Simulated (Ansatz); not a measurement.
# CH₇BOSi: up Jacob's ladder to CCSD(T)

An exercise on one series of results from a longer session: the logs are not shown, and one member is left open.

The runs use Ansatz 0.2.0, Gaussian basis; functionals in def2-TZVPP, the program's frozen cores in correlated methods.

Plan: LDA (SPW92), PBE-D4, revPBE-D4, BLYP-D4, r2SCAN-D4, B97M-V, PBE0-D4, B3LYP-D4, r2SCANh-D4, r2SCAN0-D4, HSE06-D4, BHLYP-D4, CAM-B3LYP-D4, LC-ωPBE, ωB97X-V, ωB97M-V, B2PLYP, PBE-QIDH; CCSD(T)/def2-SVP; CCSD(T)/def2-TZVPP; MP2/def2-QZVPP; extrapolation to the limit; RPA on PBE.

## The relaxed structure

The geometry comes from an earlier relaxation with PBE0-D4 in a triple-zeta def2 set; it is a stationary point, not always the lowest conformer.

SMILES `CB[SiH2]O`, 11 atoms, charge 0, spin multiplicity 1.

Atoms are counted from 1 here; the program's logs count them from 0.

Bond lengths: C1–B2 1.552 Å, C1–H5 1.092 Å, C1–H6 1.105 Å, C1–H7 1.093 Å, B2–Si3 2.014 Å, B2–H8 1.203 Å, Si3–O4 1.660 Å, Si3–H9 1.489 Å, Si3–H10 1.498 Å, O4–H11 0.957 Å. Angles: B2–C1–H5 116.0°, B2–C1–H6 103.8°, B2–C1–H7 114.3°, H5–C1–H6 106.7°, H5–C1–H7 110.0°, H6–C1–H7 105.0°, C1–B2–Si3 125.0°, C1–B2–H8 118.3°, Si3–B2–H8 116.6°, B2–Si3–O4 115.5°, B2–Si3–H9 110.2°, B2–Si3–H10 108.2°, O4–Si3–H9 104.7°, O4–Si3–H10 110.5°, H9–Si3–H10 107.4°, Si3–O4–H11 117.3°.

Set-up of the first run:

The input, in.yaml:

```yaml
crystal:
  periodic: [false, false, false]
  atoms:
    - {symbol: C, position_ang: [-1.384279, 0.936966, -0.161329]}
    - {symbol: B, position_ang: [-0.308849, 0.369562, 0.803707]}
    - {symbol: Si, position_ang: [1.162884, -0.899784, 0.275289]}
    - {symbol: O, position_ang: [1.071243, -1.497659, -1.270124]}
    - {symbol: H, position_ang: [-1.543257, 0.375455, -1.083892]}
    - {symbol: H, position_ang: [-0.980737, 1.922593, -0.455442]}
    - {symbol: H, position_ang: [-2.344004, 1.155605, 0.313853]}
    - {symbol: H, position_ang: [-0.301295, 0.758777, 1.941998]}
    - {symbol: H, position_ang: [1.141118, -2.104580, 1.149157]}
    - {symbol: H, position_ang: [2.475178, -0.210610, 0.494677]}
    - {symbol: H, position_ang: [1.077398, -0.863327, -1.987193]}
basis:
  gaussian: {orbitals: def2-TZVPP}
hamiltonian: {xc: lda}
output: {orbitals: {seedname: orbitals}}
```

Started as:

```
$ ansatz run in.yaml --threads 2 --pin off --events-out ev --progress --plain --max-ram 4352MiB
```

Steps of the session up to this table: LDA; PBE-D4 (GGA); revPBE-D4 (GGA); BLYP-D4 (GGA); r2SCAN-D4 (meta-GGA); B97M-V (meta-GGA); PBE0-D4 (hybrid); B3LYP-D4 (hybrid); r2SCANh-D4 (hybrid); r2SCAN0-D4 (hybrid); HSE06-D4 (hybrid); BHLYP-D4 (hybrid); CAM-B3LYP-D4 (range-separated); LC-ωPBE (range-separated); ωB97X-V (range-separated); ωB97M-V (range-separated); B2PLYP (double hybrid); PBE-QIDH (double hybrid).

One table of the session follows, with a row left open; its other results are not shown here.

It belongs to the step «Frontier levels by functional». 

```
  functional  HOMO (eV)  LUMO (eV)  gap (eV)
 LDA (SPW92)      -6.28      -3.02      3.26
      PBE-D4      -6.21      -2.79      3.42
   revPBE-D4      -6.17      -2.69      3.48
     BLYP-D4      -6.13      -2.62      3.51
   r2SCAN-D4      -6.48      -2.47      4.01
      B97M-V      -6.58      -2.58      4.00
     PBE0-D4      -7.50      -1.82      5.68
    B3LYP-D4      -7.33      -2.02      5.31
  r2SCANh-D4      -6.96      -2.14      4.82
  r2SCAN0-D4      -7.68      -1.64      6.03
    HSE06-D4      -7.10      -2.21      4.89
    BHLYP-D4      -8.74      -0.76      7.98
CAM-B3LYP-D4          ?          ?         ?
     LC-ωPBE     -10.20       0.49     10.69
     ωB97X-V      -9.87       0.38     10.26
     ωB97M-V      -9.69       0.14      9.83
```

Estimate the missing values for CAM-B3LYP-D4.

As computed: HOMO (eV): -8.89; LUMO (eV): -0.68; gap (eV): 8.21. In the column «HOMO (eV)» it lies between ωB97M-V (-9.69) and BHLYP-D4 (-8.74).
